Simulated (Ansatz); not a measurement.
CaB2:

```
Ca B
1.0
     3.22643    0.00000    0.00000
    -1.61322    2.79417    0.00000
     0.00000    0.00000    4.06739
Ca B
1 2
Direct
  0.00000 0.00000 0.00000
  0.66667 0.33333 0.50000
  0.33333 0.66667 0.50000
```

The cell comes from a database or a generator and needn't be the stable form of this composition.

A run of Ansatz 0.2.0 on this cell left the log below. Logs are shortened: lines on timing, memory, paths and dates and some standing lists are left out, and cuts for length are marked.

```text
Warning: RAYON_NUM_THREADS=2 ignored (pool sized by the plan → 2); use --threads N
Engine: ansatz 0.2.0, aarch64-unknown-linux-gnu
Pseudopotentials: kind: paw
Pseudopotential: Ca, paw, valence charge 10, recommended cutoff 420 eV (normal), Ca.paw.azcp
Pseudopotential: B, paw, valence charge 3, recommended cutoff 420 eV (normal), B.paw.azcp
Functional definition: SPW92
  exchange = slater_x
  correlation = pw_c
Crystal: 3 atoms, lattice volume = 36.668 Å³
Basis set: ecut = 420 eV, 745 PW (Γ)
Bands: 12, of which v1, the nominal top of the filled ones, is band 8 counted from 1 (7 counted from 0)
Symmetry: 24 space group operations
Space group: P6/mmm (ITA 191), of the structure as read, at distance tolerance 3.3e-5 Å
k-points: 48 of 567
Non-local potential: Ca, projectors of the file, l = 0: 3, l = 1: 2, l = 2: 2
Non-local potential: B, projectors of the file, l = 0: 2, l = 1: 2, l = 2: 1
PAW form: soft (Blöchl's): semilocal exchange-correlation on the pseudo side does not see the compensation charge
PAW frozen core: Ca, regenerated for the run's functional, and the local potential with it (the file was generated under x = pbe(κ = 0.804, μ = 0.2195149727645171), c = pbe(β = 0.06672455060314922))
PAW frozen core: B, regenerated for the run's functional, and the local potential with it (the file was generated under x = pbe(κ = 0.804, μ = 0.2195149727645171), c = pbe(β = 0.06672455060314922))
PAW one-centre angular grid: Ca, 110 points (default); XC on 64 Gauss nodes
PAW one-centre angular grid: B, 110 points (default); XC on 64 Gauss nodes
Initial density: superposition of atomic densities (neutral atoms: chi_scale 0, normalization atom), corrected by the library's trained network
Initial wavefunctions: pseudopotential atomic-orbital guess
Functional: x = slater, c = lda
SCF iter   1: F=—  HF=-2072.753350 eV  |F-HF|=—  |Δ(HF+E_count)|=         —  Δρ=5.09e-3  dr2=9.01e-3  ethr=1.77e-3  ⟨swp⟩=6.5  Hψ=4080  notcnv=0
preconditioner: auto → none  [metal: Δε(μ)=0.081 eV  Ē_g=15.121 eV  σ=0.050 eV  W_gap=0.38  n_scr=8 (ndim 8)  ℏωp=22.9 eV  f_vac=0.000  D(μ)=1.05/eV (n_scr^D=8)  sad-step TF]
SCF iter   2: F=—  HF=-2072.751657 eV  |F-HF|=—  |Δ(HF+E_count)|=   1.69e-3  Δρ=2.57e-3  dr2=1.42e-3  ethr=5.63e-5  ⟨swp⟩=2.0  Hψ=1111  notcnv=0
SCF iter   3: F=—  HF=-2072.751589 eV  |F-HF|=—  |Δ(HF+E_count)|=   6.73e-5  Δρ=9.32e-4  dr2=6.13e-4  ethr=8.88e-6  ⟨swp⟩=2.0  Hψ=893  notcnv=0
SCF iter   4: F=—  HF=-2072.751433 eV  |F-HF|=—  |Δ(HF+E_count)|=   1.57e-4  Δρ=1.64e-4  dr2=2.37e-5  ethr=3.83e-6  ⟨swp⟩=2.0  Hψ=674  notcnv=0
SCF iter   5: F=—  HF=-2072.751427 eV  |F-HF|=—  |Δ(HF+E_count)|=   5.99e-6  Δρ=7.98e-5  dr2=6.18e-6  ethr=1.48e-7  ⟨swp⟩=2.1  Hψ=760  notcnv=0
SCF iter   6: F=—  HF=-2072.751425 eV  |F-HF|=—  |Δ(HF+E_count)|=   1.42e-6  Δρ=3.17e-5  dr2=1.04e-6  ethr=3.86e-8  ⟨swp⟩=1.6  Hψ=634  notcnv=0
[... 82 lines left out ...]
Fermi energy:    10.429376 eV
--- Per-component energies (eV) ---
  E_band       = -63.669596
  E_kinetic    = 381.301498
  E_local      = -616.090264  (includes V_loc(G=0)·N_el)
  E_nonlocal   = 92.368848
  E_hartree    = 200.503769
  E_xc         = -201.856713
  E_vxc        = -249.642915  (∫ρ·V_xc dr)
  E_paw        = -961.810474  (= ΣΔE_a)
  E_vpaw       = -72.614203  (= ΣTr[D̂ρ^β])
  E_aug_tail   = -0.000012  (compensation charges beyond the density's cutoff)
  E_ewald      = -967.515125
  E_core_change = 0.374834  (= ΣΔE_core)
  E_smearing   = -0.009100  (= −TS)
  E_closure    = 0.000000  (closes the sum)
  Σ components = -2072.732739   (vs F -2072.732739, Δ=0.00e0)
--- Forces (eV/Å), atoms counted from 1 ---
  atom   1  Ca     0.00000000     0.00000000     0.00000000
  atom   2  B      0.00000000     0.00000000    -0.00000000
  atom   3  B     -0.00000000    -0.00000000     0.00000000
  max |Σ_I F_I| component: 1.11e-16 eV/Å
--- Stress (GPa, compression-positive) ---
        9.997782       0.000000      -0.000000
        0.000000       9.997782      -0.000000
       -0.000000      -0.000000       9.996375
  P = ⅓ Tr σ = 9.9973 GPa (99.973 kbar)
--- Band table (eV; the first three rows and the last of 48) ---
  k-point 0: bands = ["-28.5193", "-9.8376", "-9.3997", "-9.3997", "-0.2636", "8.7753", "10.8460", "10.8460", "10.8475", "16.2677", "16.2677", "17.1818"]
  k-point 1: bands = ["-28.5175", "-9.8892", "-9.3979", "-9.3979", "-0.0481", "7.9306", "10.9488", "10.9488", "11.6855", "15.9838", "15.9838", "16.3082"]
  k-point 2: bands = ["-28.5134", "-10.0017", "-9.3938", "-9.3938", "0.4929", "6.6585", "11.2151", "11.2151", "12.9400", "15.3466", "15.3466", "15.4547"]
  k-point 47: bands = ["-28.2970", "-10.1648", "-10.1648", "-9.6923", "4.1738", "4.1738", "6.8122", "10.2463", "10.2463", "16.8166", "17.4076", "17.4076"]
--- Relaxed structure (6 steps of the walk, 6 accepted, 2 SCFs on fresh bases) ---
  F+E_penalty+E_count = -2072.73273870 eV   max|allowed force component| = 2.591e-16 eV/Å   (the final SCF, on the basis selected at the relaxed cell)
  cell:  # Å, volume = 32.4177 Å³
    - [3.096262783106166, -2.7702897141685018e-11, 2.484112795870811e-34]
    - [-1.5481313915290915, 2.681442226976098, -4.481668312549379e-34]
    - [3.9175591204658625e-34, -7.859679740119598e-34, 3.9046002210867394]
  atoms:
    - { symbol: Ca, position: [-1.7226985064702244e-33, 6.318282027384849e-35, -2.270932673269428e-35] }
    - { symbol: B, position: [0.6666666666666666, 0.3333333333333333, 0.5] }
    - { symbol: B, position: [0.33333333333333326, 0.6666666666666666, 0.5] }
```

What input gives this log?

Relaxation of cell and atoms with LDA, no spin polarisation. The files as run (others can give the same):

input.yaml
```yaml
crystal:
  lattice:
    - [3.2264302843, 0.0, 0.0]
    - [-1.6132151421, 2.7941705897, 0.0]
    - [0.0, 0.0, 4.067392]
  atoms:
    - { symbol: Ca, position: [0.0, 0.0, 0.0] }
    - { symbol: B, position: [0.6666666667, 0.3333333333, 0.5] }
    - { symbol: B, position: [0.3333333333, 0.6666666667, 0.5] }
hamiltonian:
  xc: lda
  pseudopotentials: { kind: paw }
kpoints:
  mp_grid: { grid: [9, 9, 7] }
scf:
  occupations: { method: fermi_dirac, width: 0.05 }
output:
  forces: true
  stress: true
  eigenvalues: true
relax:
  f_tol: 0.01
  max_steps: 40
  cell: { stress_tol: 0.05, p_target: 10.0 }
```

Potentials or basis: Ansatz PAW.
Run with:
```sh
$ ansatz run input.yaml --threads 2 --pin off --max-ram 5632MiB --backend cpu --events-out ev --progress --plain --runs-dir out
```

Caveat: the plane-wave basis is chosen anew once the cell has moved, so the energies of steps on either side of that aren't comparable; the PAW data sets come from PBE, with cores solved anew for the run's functional, which leaves a small shift of forces and pressure.
